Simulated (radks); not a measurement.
# Ni²⁺ in [Ar] 3d8: an all-electron calculation

One table from this session's results is given with a row withheld; the runs are named, their logs left out.

Method: non-relativistic Kohn-Sham, TPSS, spin-unpolarised, spherical densities, point nucleus. Code: radks (a radial shooting solver on a logarithmic mesh, Libxc functionals) version 1.

## Starting point

- element: nickel (Z = 28)
- charge: +2
- electrons: 26
- configuration: [Ar] 3d8

The outer shells:

Ni²⁺
```
[Ar] core
3d [↑↓][↑↓][↑↓][↑ ][↑ ]
```

The first run:

Settings of this run:

```text
Z 28
configuration [Ar] 3d8 4s0 4p0
relativity non-relativistic
functional tpss,tpss
spin unpolarised
nucleus point
```

Command:

```console
python run_ks.py task.json out
```

This one command runs every case of the session in turn.

One of the session's tables, all rows but one given; the rest of the session is left out.

It belongs to the step «Radial structure». From the orbitals of this run (lengths in bohr):

| level | <r> | outermost maximum (interpolated) | 90 % within | nodes |
| --- | --- | --- | --- | --- |
| 1s | 0.05480 | 0.0361 | 0.0976 | 0 |
| 2s | 0.2480 | 0.207 | 0.383 | 1 |
| 2p | ? | ? | ? | ? |
| 3s | 0.7502 | 0.647 | 1.12 | 2 |
| 3p | 0.7835 | 0.651 | 1.21 | 1 |
| 3d | 0.9629 | 0.629 | 1.67 | 0 |
| 4s | 2.397 | 2.06 | 3.55 | 3 |
| 4p | 2.887 | 2.48 | 4.29 | 2 |

Estimate the missing values for 2p.

As computed: <r>: 0.2166; outermost maximum (interpolated): 0.166; 90 % within: 0.354; nodes: 0. In the column «<r>» it lies between 1s (0.05480) and 2s (0.2480).

Limits of these values: Spin polarisation and multiplet splitting are left out.
